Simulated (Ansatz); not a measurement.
# AsH+ (doublet): wB97M-V, B2PLYP over a scan of the distance As1–H2, cc-pVQZ

Aim: run AsH+ (doublet) with these functionals over a scan of the distance As1–H2, and hold them against the top wave-function level at the same points.

Method: cc-pVQZ, all electrons in the functionals, frozen cores in the correlation of double hybrids and RPA; program: Ansatz 0.2.0, Gaussian basis.

The runs, in order: wB97M-V, B2PLYP, at 1.256 Å; 1.368 Å; 1.535 Å; 1.658 Å; 1.902 Å; 2.135 Å; 2.426 Å; 2.817 Å; 3.310 Å; 4.081 Å; 5.241 Å.

12 further runs of the same task are left out: 12 that didn't finish.

### 1 The geometry

The geometry derives from a PBE0/def2-TZVP stationary point (not a proven minimum). One bond is set to the value named and the two fragments are kept rigid. No spin-orbit coupling is included. The filled d shell of As may be among the frozen orbitals whatever the setting's name suggests; the logs give the count.

2 atoms, charge 1, spin multiplicity 2.

Atoms are counted from 1 here; the program's logs count them from 0.

Bond lengths: As1–H2 1.535 Å.

No dispersion term is added; wB97M-V holds VV10 nonlocal correlation.

The geometry shown and the zero of energy belong to the point 1.535 Å. The yardstick, UCCSDT(Q), and other wave-function levels (R restricted, U unrestricted, valence and pair active spaces) come from earlier runs.

### 2 wB97M-V, 1.256 Å

in.yaml reads:

```yaml
crystal:
  periodic: [false, false, false]
  atoms:
    - {symbol: As, position_ang: [0.000000, 0.000000, 0.000000]}
    - {symbol: H, position_ang: [0.000000, 0.000000, 1.256000]}
basis:
  gaussian: {orbitals: cc-pVQZ}
total_charge: 1
magnetization: {spin_polarized: true, initial_magnetization: 1}
hamiltonian: {xc: {name: wB97M-V}}
output: {orbitals: {seedname: orbitals}}
```

Launch:

```console
$ ansatz run in.yaml --threads 2 --pin off --events-out ev --progress --plain --max-ram 15360MiB --backend cuda --devices 0, --max-vram 18GiB
```

What it wrote (excerpt; [...] marks lines left out):

```text
Functional definition: wB97M-V
  name "wB97M-V"
  cite "Mardirossian & Head-Gordon, J. Chem. Phys. 144, 214110 (2016) doi:10.1063/1.4952647"
  cite "Becke, J. Chem. Phys. 107, 8554 (1997) doi:10.1063/1.475007"
  cite "Vydrov & Van Voorhis, J. Chem. Phys. 133, 244103 (2010) doi:10.1063/1.3521275"
  # Of w^i u^j: cxij and so on, Table III.
[...]
  gx(w, u) = 1 - cx + cx01*u + cx10*w
  gss(w, u) = css00 + css04*u^4 + css10*w + css20*w^2 + css43*w^4*u^3
  gos(w, u) = cos00 + cos10*w + (cos20 + cos21*u)*w^2 + (cos60 + cos61*u)*w^6
[...]
      + integral(e_c_pw_mod_opposite_spin*gos(b97_w_opposite, b97_u_opposite)) + vv10(b, c)
535 factors; their error is unknown
107 factors; integrals over basis functions are off by at most 4.3e-5 eV
[...]
mean field -60843.21024814 eV, -2235.9467356100 hartree, gradient 3.0e-5 eV, S^2 0.752488; 0 other end points of the search recorded, 0 dependent functions left out
reference -60843.21028358 eV, -2235.9467369126 hartree; 17, 16 occupied and 81, 82 virtual orbitals, 535 factors
Total energy: -60843.21028358 eV, -2235.9467369126 hartree
```

Wall time 4.5 s (1 × H100 (card shared with other runs) with 2 threads of AMD EPYC 7R13, shared host); peak host memory 0.82 GiB.

From the report: ⟨S²⟩ of the determinant 0.752 (pure doublet: 0.75).

### 3 wB97M-V, 1.368 Å

in.yaml, as its differences from that of step 2:

```diff
@@ -4,3 +4,3 @@
     - {symbol: As, position_ang: [0.000000, 0.000000, 0.000000]}
-    - {symbol: H, position_ang: [0.000000, 0.000000, 1.256000]}
+    - {symbol: H, position_ang: [0.000000, 0.000000, 1.368000]}
 basis:
```

Launched as before.

What it wrote (excerpt; [...] marks lines left out):

```text
Functional definition: wB97M-V
  name "wB97M-V"
  cite "Mardirossian & Head-Gordon, J. Chem. Phys. 144, 214110 (2016) doi:10.1063/1.4952647"
  cite "Becke, J. Chem. Phys. 107, 8554 (1997) doi:10.1063/1.475007"
  cite "Vydrov & Van Voorhis, J. Chem. Phys. 133, 244103 (2010) doi:10.1063/1.3521275"
  # Of w^i u^j: cxij and so on, Table III.
[...]
  gx(w, u) = 1 - cx + cx01*u + cx10*w
  gss(w, u) = css00 + css04*u^4 + css10*w + css20*w^2 + css43*w^4*u^3
  gos(w, u) = cos00 + cos10*w + (cos20 + cos21*u)*w^2 + (cos60 + cos61*u)*w^6
[...]
      + integral(e_c_pw_mod_opposite_spin*gos(b97_w_opposite, b97_u_opposite)) + vv10(b, c)
535 factors; their error is unknown
108 factors; integrals over basis functions are off by at most 4.4e-5 eV
[...]
mean field -60843.94415682 eV, -2235.9737062564 hartree, gradient 4.0e-5 eV, S^2 0.752511; 0 other end points of the search recorded, 0 dependent functions left out
reference -60843.94419256 eV, -2235.9737075699 hartree; 17, 16 occupied and 81, 82 virtual orbitals, 535 factors
Total energy: -60843.94419256 eV, -2235.9737075699 hartree
```

Wall time 1.6 s (1 × H100 (card shared with other runs) with 2 threads of AMD EPYC 7R13, shared host); peak host memory 0.83 GiB.

From the report: ⟨S²⟩ of the determinant 0.753 (pure doublet: 0.75).

### 4 wB97M-V, 1.535 Å

in.yaml reads:

```yaml
crystal:
  periodic: [false, false, false]
  atoms:
    - {symbol: As, position_ang: [0.000000, 0.000000, 0.000000]}
    - {symbol: H, position_ang: [0.000000, 0.000000, 1.534800]}
basis:
  gaussian: {orbitals: cc-pVQZ}
total_charge: 1
magnetization: {spin_polarized: true, initial_magnetization: 1}
hamiltonian: {xc: {name: wB97M-V}}
output: {forces: true, orbitals: {seedname: orbitals}}
```

The command is unchanged.

What it wrote (excerpt; [...] marks lines left out):

```text
Functional definition: wB97M-V
  name "wB97M-V"
  cite "Mardirossian & Head-Gordon, J. Chem. Phys. 144, 214110 (2016) doi:10.1063/1.4952647"
  cite "Becke, J. Chem. Phys. 107, 8554 (1997) doi:10.1063/1.475007"
  cite "Vydrov & Van Voorhis, J. Chem. Phys. 133, 244103 (2010) doi:10.1063/1.3521275"
  # Of w^i u^j: cxij and so on, Table III.
[...]
  gx(w, u) = 1 - cx + cx01*u + cx10*w
  gss(w, u) = css00 + css04*u^4 + css10*w + css20*w^2 + css43*w^4*u^3
  gos(w, u) = cos00 + cos10*w + (cos20 + cos21*u)*w^2 + (cos60 + cos61*u)*w^6
[...]
      + integral(e_c_pw_mod_opposite_spin*gos(b97_w_opposite, b97_u_opposite)) + vv10(b, c)
535 factors; their error is unknown
108 factors; integrals over basis functions are off by at most 5.4e-5 eV
[...]
mean field -60844.23044314 eV, -2235.9842270848 hartree, gradient 6.0e-5 eV, S^2 0.752599; 1 other end points of the search recorded, 0 dependent functions left out
[...]
reference -60844.23047926 eV, -2235.9842284121 hartree; 17, 16 occupied and 81, 82 virtual orbitals, 535 factors
Total energy: -60844.23047926 eV, -2235.9842284121 hartree
Atom 0 at     0.000000     0.000000     0.000000 Å, force    -0.000000    -0.000000     0.184408 eV/Å
Atom 1 at     0.000000     0.000000     1.534800 Å, force    -0.000000     0.000000    -0.184408 eV/Å
Dipole moment:     0.000000     0.000000     0.138884 e Å
```

Wall time 8.5 s (1 × H100 (card shared with other runs) with 2 threads of AMD EPYC 7R13, shared host); peak host memory 0.84 GiB.

From the report: ⟨S²⟩ of the determinant 0.753 (pure doublet: 0.75).

### 5 wB97M-V, 1.658 Å

in.yaml reads:

```yaml
crystal:
  periodic: [false, false, false]
  atoms:
    - {symbol: As, position_ang: [0.000000, 0.000000, 0.000000]}
    - {symbol: H, position_ang: [0.000000, 0.000000, 1.658000]}
basis:
  gaussian: {orbitals: cc-pVQZ}
total_charge: 1
magnetization: {spin_polarized: true, initial_magnetization: 1}
hamiltonian: {xc: {name: wB97M-V}}
output: {orbitals: {seedname: orbitals}}
```

Same command.

What it wrote (excerpt; [...] marks lines left out):

```text
Functional definition: wB97M-V
  name "wB97M-V"
  cite "Mardirossian & Head-Gordon, J. Chem. Phys. 144, 214110 (2016) doi:10.1063/1.4952647"
  cite "Becke, J. Chem. Phys. 107, 8554 (1997) doi:10.1063/1.475007"
  cite "Vydrov & Van Voorhis, J. Chem. Phys. 133, 244103 (2010) doi:10.1063/1.3521275"
  # Of w^i u^j: cxij and so on, Table III.
[...]
  gx(w, u) = 1 - cx + cx01*u + cx10*w
  gss(w, u) = css00 + css04*u^4 + css10*w + css20*w^2 + css43*w^4*u^3
  gos(w, u) = cos00 + cos10*w + (cos20 + cos21*u)*w^2 + (cos60 + cos61*u)*w^6
[...]
      + integral(e_c_pw_mod_opposite_spin*gos(b97_w_opposite, b97_u_opposite)) + vv10(b, c)
535 factors; their error is unknown
108 factors; integrals over basis functions are off by at most 6.8e-5 eV
[...]
mean field -60844.09658018 eV, -2235.9793077117 hartree, gradient 7.0e-5 eV, S^2 0.752786; 1 other end points of the search recorded, 0 dependent functions left out
reference -60844.09661653 eV, -2235.9793090475 hartree; 17, 16 occupied and 81, 82 virtual orbitals, 535 factors
Total energy: -60844.09661653 eV, -2235.9793090475 hartree
```

Run time: 7.5 s. Hardware: 1 × H100 (card shared with other runs) with 2 threads of AMD EPYC 7R13, shared host; peak host memory 0.84 GiB.

From the report: ⟨S²⟩ of the determinant 0.753 (pure doublet: 0.75).

From 1.535 Å: +12.9 kJ/mol.

### 6 wB97M-V, 1.902 Å

in.yaml, as its differences from that of step 5:

```diff
@@ -4,3 +4,3 @@
     - {symbol: As, position_ang: [0.000000, 0.000000, 0.000000]}
-    - {symbol: H, position_ang: [0.000000, 0.000000, 1.658000]}
+    - {symbol: H, position_ang: [0.000000, 0.000000, 1.902000]}
 basis:
```

The command is unchanged.

What it wrote (excerpt; [...] marks lines left out):

```text
Functional definition: wB97M-V
  name "wB97M-V"
  cite "Mardirossian & Head-Gordon, J. Chem. Phys. 144, 214110 (2016) doi:10.1063/1.4952647"
  cite "Becke, J. Chem. Phys. 107, 8554 (1997) doi:10.1063/1.475007"
  cite "Vydrov & Van Voorhis, J. Chem. Phys. 133, 244103 (2010) doi:10.1063/1.3521275"
  # Of w^i u^j: cxij and so on, Table III.
[...]
  gx(w, u) = 1 - cx + cx01*u + cx10*w
  gss(w, u) = css00 + css04*u^4 + css10*w + css20*w^2 + css43*w^4*u^3
  gos(w, u) = cos00 + cos10*w + (cos20 + cos21*u)*w^2 + (cos60 + cos61*u)*w^6
[...]
      + integral(e_c_pw_mod_opposite_spin*gos(b97_w_opposite, b97_u_opposite)) + vv10(b, c)
535 factors; their error is unknown
108 factors; integrals over basis functions are off by at most 8.2e-5 eV
[...]
mean field -60843.44863540 eV, -2235.9554961801 hartree, gradient 2.2e-5 eV, S^2 0.754502; 1 other end points of the search recorded, 0 dependent functions left out
reference -60843.44867208 eV, -2235.9554975281 hartree; 17, 16 occupied and 81, 82 virtual orbitals, 535 factors
Total energy: -60843.44867208 eV, -2235.9554975281 hartree
```

Run time: 6.5 s. Hardware: 1 × H100 (card shared with other runs) with 2 threads of AMD EPYC 7R13, shared host; peak host memory 0.84 GiB.

From the report: ⟨S²⟩ of the determinant 0.755 (pure doublet: 0.75).

From 1.535 Å: +75.4 kJ/mol.

### 7 wB97M-V, 2.135 Å

in.yaml, as its differences from that of step 6:

```diff
@@ -4,3 +4,3 @@
     - {symbol: As, position_ang: [0.000000, 0.000000, 0.000000]}
-    - {symbol: H, position_ang: [0.000000, 0.000000, 1.902000]}
+    - {symbol: H, position_ang: [0.000000, 0.000000, 2.135000]}
 basis:
```

The command is unchanged.

What it wrote (excerpt; [...] marks lines left out):

```text
Functional definition: wB97M-V
  name "wB97M-V"
  cite "Mardirossian & Head-Gordon, J. Chem. Phys. 144, 214110 (2016) doi:10.1063/1.4952647"
  cite "Becke, J. Chem. Phys. 107, 8554 (1997) doi:10.1063/1.475007"
  cite "Vydrov & Van Voorhis, J. Chem. Phys. 133, 244103 (2010) doi:10.1063/1.3521275"
  # Of w^i u^j: cxij and so on, Table III.
[...]
  gx(w, u) = 1 - cx + cx01*u + cx10*w
  gss(w, u) = css00 + css04*u^4 + css10*w + css20*w^2 + css43*w^4*u^3
  gos(w, u) = cos00 + cos10*w + (cos20 + cos21*u)*w^2 + (cos60 + cos61*u)*w^6
[...]
      + integral(e_c_pw_mod_opposite_spin*gos(b97_w_opposite, b97_u_opposite)) + vv10(b, c)
535 factors; their error is unknown
108 factors; integrals over basis functions are off by at most 8.6e-5 eV
[...]
mean field -60842.68051839 eV, -2235.9272684009 hartree, gradient 6.2e-6 eV, S^2 0.773356; 3 other end points of the search recorded, 0 dependent functions left out
reference -60842.68055534 eV, -2235.9272697587 hartree; 17, 16 occupied and 81, 82 virtual orbitals, 535 factors
Total energy: -60842.68055534 eV, -2235.9272697587 hartree
```

Run time: 2.9 s. Hardware: 1 × H100 (card shared with other runs) with 2 threads of AMD EPYC 7R13, shared host; peak host memory 0.83 GiB.

From the report: ⟨S²⟩ of the determinant 0.773 (pure doublet: 0.75).

From 1.535 Å: +149.5 kJ/mol.

### 8 wB97M-V, 2.426 Å

in.yaml reads:

```yaml
crystal:
  periodic: [false, false, false]
  atoms:
    - {symbol: As, position_ang: [0.000000, 0.000000, 0.000000]}
    - {symbol: H, position_ang: [0.000000, 0.000000, 2.426000]}
basis:
  gaussian: {orbitals: cc-pVQZ}
total_charge: 1
magnetization: {spin_polarized: true, initial_magnetization: 1}
hamiltonian: {xc: {name: wB97M-V}}
output: {forces: true, orbitals: {seedname: orbitals}}
```

Same command.

What it wrote (excerpt; [...] marks lines left out):

```text
Functional definition: wB97M-V
  name "wB97M-V"
  cite "Mardirossian & Head-Gordon, J. Chem. Phys. 144, 214110 (2016) doi:10.1063/1.4952647"
  cite "Becke, J. Chem. Phys. 107, 8554 (1997) doi:10.1063/1.475007"
  cite "Vydrov & Van Voorhis, J. Chem. Phys. 133, 244103 (2010) doi:10.1063/1.3521275"
  # Of w^i u^j: cxij and so on, Table III.
[...]
  gx(w, u) = 1 - cx + cx01*u + cx10*w
  gss(w, u) = css00 + css04*u^4 + css10*w + css20*w^2 + css43*w^4*u^3
  gos(w, u) = cos00 + cos10*w + (cos20 + cos21*u)*w^2 + (cos60 + cos61*u)*w^6
[...]
      + integral(e_c_pw_mod_opposite_spin*gos(b97_w_opposite, b97_u_opposite)) + vv10(b, c)
535 factors; their error is unknown
108 factors; integrals over basis functions are off by at most 8.8e-5 eV
[...]
mean field -60841.89474012 eV, -2235.8983915819 hartree, gradient 8.7e-6 eV, S^2 1.127736; 1 other end points of the search recorded, 0 dependent functions left out
[...]
reference -60841.89477717 eV, -2235.8983929436 hartree; 17, 16 occupied and 81, 82 virtual orbitals, 535 factors
Total energy: -60841.89477717 eV, -2235.8983929436 hartree
Atom 0 at     0.000000     0.000000     0.000000 Å, force     0.000000    -0.000000     1.918915 eV/Å
Atom 1 at     0.000000     0.000000     2.426000 Å, force    -0.000000     0.000000    -1.918915 eV/Å
Dipole moment:    -0.000000     0.000000     0.213728 e Å
```

It took 8.5 s on 1 × H100 (card shared with other runs) with 2 threads of AMD EPYC 7R13, shared host; peak host memory 0.83 GiB.

From the report: ⟨S²⟩ of the determinant 1.128 (pure doublet: 0.75).

From 1.535 Å: +225.4 kJ/mol.

### 9 wB97M-V, 2.817 Å

in.yaml, as its differences from that of step 8:

```diff
@@ -4,3 +4,3 @@
     - {symbol: As, position_ang: [0.000000, 0.000000, 0.000000]}
-    - {symbol: H, position_ang: [0.000000, 0.000000, 2.426000]}
+    - {symbol: H, position_ang: [0.000000, 0.000000, 2.817000]}
 basis:
```

Same command.

What it wrote (excerpt; [...] marks lines left out):

```text
Functional definition: wB97M-V
  name "wB97M-V"
  cite "Mardirossian & Head-Gordon, J. Chem. Phys. 144, 214110 (2016) doi:10.1063/1.4952647"
  cite "Becke, J. Chem. Phys. 107, 8554 (1997) doi:10.1063/1.475007"
  cite "Vydrov & Van Voorhis, J. Chem. Phys. 133, 244103 (2010) doi:10.1063/1.3521275"
  # Of w^i u^j: cxij and so on, Table III.
[...]
  gx(w, u) = 1 - cx + cx01*u + cx10*w
  gss(w, u) = css00 + css04*u^4 + css10*w + css20*w^2 + css43*w^4*u^3
  gos(w, u) = cos00 + cos10*w + (cos20 + cos21*u)*w^2 + (cos60 + cos61*u)*w^6
[...]
      + integral(e_c_pw_mod_opposite_spin*gos(b97_w_opposite, b97_u_opposite)) + vv10(b, c)
535 factors; their error is unknown
108 factors; integrals over basis functions are off by at most 8.9e-5 eV
[...]
mean field -60841.43049465 eV, -2235.8813308756 hartree, gradient 1.5e-7 eV, S^2 1.577564; 13 other end points of the search recorded, 0 dependent functions left out
[...]
reference -60841.43053243 eV, -2235.8813322640 hartree; 17, 16 occupied and 81, 82 virtual orbitals, 535 factors
Total energy: -60841.43053243 eV, -2235.8813322640 hartree
Atom 0 at     0.000000     0.000000     0.000000 Å, force     0.000000     0.000000     0.652227 eV/Å
Atom 1 at     0.000000     0.000000     2.817000 Å, force    -0.000000    -0.000000    -0.652227 eV/Å
Dipole moment:     0.000000    -0.004921     0.222919 e Å
```

Wall time 12 s (1 × H100 (card shared with other runs) with 2 threads of AMD EPYC 7R13, shared host); peak host memory 0.84 GiB.

From the report: ⟨S²⟩ of the determinant 1.578 (pure doublet: 0.75). The determinant is far from a pure spin state, so its energy mixes those of several spin states (harmless only where they are near-degenerate, as at dissociation).

From 1.535 Å: +270.2 kJ/mol.

### 10 wB97M-V, 3.310 Å

in.yaml reads:

```yaml
crystal:
  periodic: [false, false, false]
  atoms:
    - {symbol: As, position_ang: [0.000000, 0.000000, 0.000000]}
    - {symbol: H, position_ang: [0.000000, 0.000000, 3.310000]}
basis:
  gaussian: {orbitals: cc-pVQZ}
total_charge: 1
magnetization: {spin_polarized: true, initial_magnetization: 1}
hamiltonian: {xc: {name: wB97M-V}}
output: {orbitals: {seedname: orbitals}}
```

The command is unchanged.

What it wrote (excerpt; [...] marks lines left out):

```text
Functional definition: wB97M-V
  name "wB97M-V"
  cite "Mardirossian & Head-Gordon, J. Chem. Phys. 144, 214110 (2016) doi:10.1063/1.4952647"
  cite "Becke, J. Chem. Phys. 107, 8554 (1997) doi:10.1063/1.475007"
  cite "Vydrov & Van Voorhis, J. Chem. Phys. 133, 244103 (2010) doi:10.1063/1.3521275"
  # Of w^i u^j: cxij and so on, Table III.
[...]
  gx(w, u) = 1 - cx + cx01*u + cx10*w
  gss(w, u) = css00 + css04*u^4 + css10*w + css20*w^2 + css43*w^4*u^3
  gos(w, u) = cos00 + cos10*w + (cos20 + cos21*u)*w^2 + (cos60 + cos61*u)*w^6
[...]
      + integral(e_c_pw_mod_opposite_spin*gos(b97_w_opposite, b97_u_opposite)) + vv10(b, c)
535 factors; their error is unknown
108 factors; integrals over basis functions are off by at most 9.0e-5 eV
[...]
mean field -60841.24545727 eV, -2235.8745308775 hartree, gradient 7.9e-6 eV, S^2 1.752790; 4 other end points of the search recorded, 0 dependent functions left out
reference -60841.24549660 eV, -2235.8745323228 hartree; 17, 16 occupied and 81, 82 virtual orbitals, 535 factors
Total energy: -60841.24549660 eV, -2235.8745323228 hartree
```

Wall time 6.5 s (1 × H100 (card shared with other runs) with 2 threads of AMD EPYC 7R13, shared host); peak host memory 0.83 GiB.

From the report: ⟨S²⟩ of the determinant 1.753 (pure doublet: 0.75). The determinant is far from a pure spin state, so its energy mixes those of several spin states (harmless only where they are near-degenerate, as at dissociation).

From 1.535 Å: +288.0 kJ/mol.

### 11 wB97M-V, 4.081 Å

in.yaml reads:

```yaml
crystal:
  periodic: [false, false, false]
  atoms:
    - {symbol: As, position_ang: [0.000000, 0.000000, 0.000000]}
    - {symbol: H, position_ang: [0.000000, 0.000000, 4.081000]}
basis:
  gaussian: {orbitals: cc-pVQZ}
total_charge: 1
magnetization: {spin_polarized: true, initial_magnetization: 1}
hamiltonian: {xc: {name: wB97M-V}}
output: {forces: true, orbitals: {seedname: orbitals}}
```

Same command.

What it wrote (excerpt; [...] marks lines left out):

```text
Functional definition: wB97M-V
  name "wB97M-V"
  cite "Mardirossian & Head-Gordon, J. Chem. Phys. 144, 214110 (2016) doi:10.1063/1.4952647"
  cite "Becke, J. Chem. Phys. 107, 8554 (1997) doi:10.1063/1.475007"
  cite "Vydrov & Van Voorhis, J. Chem. Phys. 133, 244103 (2010) doi:10.1063/1.3521275"
  # Of w^i u^j: cxij and so on, Table III.
[...]
  gx(w, u) = 1 - cx + cx01*u + cx10*w
  gss(w, u) = css00 + css04*u^4 + css10*w + css20*w^2 + css43*w^4*u^3
  gos(w, u) = cos00 + cos10*w + (cos20 + cos21*u)*w^2 + (cos60 + cos61*u)*w^6
[...]
      + integral(e_c_pw_mod_opposite_spin*gos(b97_w_opposite, b97_u_opposite)) + vv10(b, c)
535 factors; their error is unknown
108 factors; integrals over basis functions are off by at most 9.2e-5 eV
[...]
mean field -60841.13340454 eV, -2235.8704130155 hartree, gradient 2.5e-6 eV, S^2 1.752455; 4 other end points of the search recorded, 0 dependent functions left out
[...]
reference -60841.13344705 eV, -2235.8704145778 hartree; 17, 16 occupied and 81, 82 virtual orbitals, 535 factors
Total energy: -60841.13344705 eV, -2235.8704145778 hartree
Atom 0 at     0.000000     0.000000     0.000000 Å, force     0.000000     0.000000     0.076137 eV/Å
Atom 1 at     0.000000     0.000000     4.081000 Å, force    -0.000000     0.000000    -0.076137 eV/Å
Dipole moment:    -0.000000     0.000000    -0.003608 e Å
```

Run time: 8 s. Hardware: 1 × H100 (card shared with other runs) with 2 threads of AMD EPYC 7R13, shared host; peak host memory 0.84 GiB.

From the report: ⟨S²⟩ of the determinant 1.752 (pure doublet: 0.75). The determinant is far from a pure spin state, so its energy mixes those of several spin states (harmless only where they are near-degenerate, as at dissociation).

From 1.535 Å: +298.8 kJ/mol.

### 12 wB97M-V, 5.241 Å

in.yaml reads:

```yaml
crystal:
  periodic: [false, false, false]
  atoms:
    - {symbol: As, position_ang: [0.000000, 0.000000, 0.000000]}
    - {symbol: H, position_ang: [0.000000, 0.000000, 5.241000]}
basis:
  gaussian: {orbitals: cc-pVQZ}
total_charge: 1
magnetization: {spin_polarized: true, initial_magnetization: 1}
hamiltonian: {xc: {name: wB97M-V}}
output: {orbitals: {seedname: orbitals}}
```

Launched as before.

What it wrote (excerpt; [...] marks lines left out):

```text
Functional definition: wB97M-V
  name "wB97M-V"
  cite "Mardirossian & Head-Gordon, J. Chem. Phys. 144, 214110 (2016) doi:10.1063/1.4952647"
  cite "Becke, J. Chem. Phys. 107, 8554 (1997) doi:10.1063/1.475007"
  cite "Vydrov & Van Voorhis, J. Chem. Phys. 133, 244103 (2010) doi:10.1063/1.3521275"
  # Of w^i u^j: cxij and so on, Table III.
[...]
  gx(w, u) = 1 - cx + cx01*u + cx10*w
  gss(w, u) = css00 + css04*u^4 + css10*w + css20*w^2 + css43*w^4*u^3
  gos(w, u) = cos00 + cos10*w + (cos20 + cos21*u)*w^2 + (cos60 + cos61*u)*w^6
[...]
      + integral(e_c_pw_mod_opposite_spin*gos(b97_w_opposite, b97_u_opposite)) + vv10(b, c)
535 factors; their error is unknown
108 factors; integrals over basis functions are off by at most 9.4e-5 eV
[...]
mean field -60841.09180877 eV, -2235.8688843992 hartree, gradient 1.7e-6 eV, S^2 1.752434; 6 other end points of the search recorded, 0 dependent functions left out
reference -60841.09185580 eV, -2235.8688861275 hartree; 17, 16 occupied and 81, 82 virtual orbitals, 535 factors
Total energy: -60841.09185580 eV, -2235.8688861275 hartree
```

Run time: 7.5 s. Hardware: 1 × H100 (card shared with other runs) with 2 threads of AMD EPYC 7R13, shared host; peak host memory 0.83 GiB.

From the report: ⟨S²⟩ of the determinant 1.752 (pure doublet: 0.75). The determinant is far from a pure spin state, so its energy mixes those of several spin states (harmless only where they are near-degenerate, as at dissociation).

From 1.535 Å: +302.8 kJ/mol.

(Part 1 of 2 ends here.)
